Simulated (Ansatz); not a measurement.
Geometry optimisation, DFT LDA, scalar-relativistic, plane waves, PAW in Ansatz.

Input file:

```yaml
crystal:
  lattice:
    - [5.632813, 0.0, 0.0]
    - [2.816406, 4.878159, 0.0]
    - [0.0, 0.0, 16.748965]
  atoms:
    - { symbol: Mg, position: [0.0, 0.0, 0.05970518] }
    - { symbol: O, position: [0.33333337, 0.8333333, 0.12835379] }
    - { symbol: Mg, position: [4.0e-08, 0.49999998, 0.05970518] }
    - { symbol: O, position: [0.33333334, 0.33333332, 0.12835379] }
    - { symbol: Mg, position: [0.49999997, 0.0, 0.05970518] }
    - { symbol: O, position: [0.83333334, 0.8333333, 0.12835379] }
    - { symbol: Mg, position: [0.5, 0.49999998, 0.05970518] }
    - { symbol: O, position: [0.8333333, 0.33333332, 0.12835379] }
    - { symbol: Mg, position: [0.66666667, 0.66666664, 0.19700239] }
    - { symbol: O, position: [4.0e-08, 0.49999998, 0.26565099] }
    - { symbol: Mg, position: [0.66666663, 0.16666666, 0.19700239] }
    - { symbol: O, position: [0.99999993, 0.0, 0.26565099] }
    - { symbol: Mg, position: [0.1666667, 0.66666664, 0.19700239] }
    - { symbol: O, position: [0.5, 0.49999998, 0.26565099] }
    - { symbol: Mg, position: [0.16666667, 0.16666666, 0.19700239] }
    - { symbol: O, position: [0.49999997, 0.0, 0.26565099] }
    - { symbol: Mg, position: [0.33333334, 0.33333332, 0.3342996] }
    - { symbol: O, position: [0.66666663, 0.16666666, 0.4029482] }
    - { symbol: Mg, position: [0.33333337, 0.8333333, 0.3342996] }
    - { symbol: O, position: [0.66666667, 0.66666664, 0.4029482] }
    - { symbol: Mg, position: [0.8333333, 0.33333332, 0.3342996] }
    - { symbol: O, position: [0.16666667, 0.16666666, 0.4029482] }
    - { symbol: Mg, position: [0.83333334, 0.8333333, 0.3342996] }
    - { symbol: O, position: [0.1666667, 0.66666664, 0.4029482] }
    - { symbol: O, position: [0.11111111, 0.11111111, 0.47578852], spin: 1.0 }
    - { symbol: O, position: [-0.38888885, 0.11111111, 0.47578852] }
magnetization:
  spin_polarized: true
basis:
  ecutwfc: 420.0
kpoints:
  mp_grid: { grid: [2, 2, 1] }
hamiltonian:
  xc: lda
  pseudopotentials: { kind: paw, azcp: { folder: soft_1 } }
scf:
  occupations: { method: gaussian, width: 0.05 }
  lower_state_search: "off"
relax:
  f_tol: 0.03
  max_steps: 60
  adjacent_minimum: "off"
  constraints: [{ sites: [0, 1, 2, 3, 4, 5, 6, 7] }]
output:
  write_density: true
  write_potential: true
  elf: true
  volumetric_format: npy
```

Command:

```bash
$ ansatz run input.yaml --threads 4 --pin off --max-ram 10240MiB --backend cpu --events-out ev --progress --plain --runs-dir out
```

Problem. Where does it end, and by what steps?

Solution. It converged. Limits of this set-up: coarse k mesh, thin slab, slab without dipole correction, no dispersion correction for a molecule that may bind weakly, PAW files made for another functional. After 12 steps the energy has fallen by 3.002 eV; O25 moved furthest, 1.16 Å.

| step | energy less start (eV) | largest force component (eV/Å) | accepted |
| --- | --- | --- | --- |
| 0 | 0.0000 | 2.988 | yes |
| 1 | -1.2772 | 1.925 | yes |
| 2 | -2.0916 | 0.641 | yes |
| 3 | -2.1909 | 0.262 | yes |
| 4 | -2.2520 | 0.267 | yes |
| 5 | -2.3237 | 0.703 | yes |
| 6 | -2.3909 | 0.601 | yes |
| 7 | -2.5709 | 1.596 | yes |
| 8 | -2.9786 | 0.556 | yes |
| 9 | -2.9891 | 0.521 | yes |
| 10 | -3.0004 | 0.105 | yes |
| 11 | -3.0015 | 0.040 | yes |
| 12 | -3.0019 | 0.027 | yes |

```xyz
26
Lattice="5.6328 0.0000 0.0000 2.8164 4.8782 0.0000 0.0000 0.0000 16.7490" Properties=species:S:1:pos:R:3
Mg 0.000 0.000 1.000
O 4.225 4.065 2.150
Mg 1.408 2.439 1.000
O 2.816 1.626 2.150
Mg 2.816 0.000 1.000
O 7.041 4.065 2.150
Mg 4.225 2.439 1.000
O 5.633 1.626 2.150
Mg 5.633 3.254 3.475
O 1.400 2.418 4.560
Mg 4.229 0.805 3.461
O 5.633 0.032 4.664
Mg 2.817 3.268 3.471
O 4.233 2.418 4.560
Mg 1.404 0.805 3.461
O 2.816 0.017 4.617
Mg 2.816 1.727 5.784
O 4.033 0.788 7.094
Mg 4.258 3.984 5.979
O 5.634 3.151 6.961
Mg 5.633 1.608 5.960
O 1.600 0.788 7.097
Mg 7.009 3.984 5.978
O 2.817 3.238 6.912
O 2.012 0.830 8.306
O -2.010 0.831 8.304
```

Run time: 66 s on 4 threads of Intel(R) Xeon(R) 6975P-C (Granite Rapids), with other jobs on the host, peak memory 1.4 GiB.
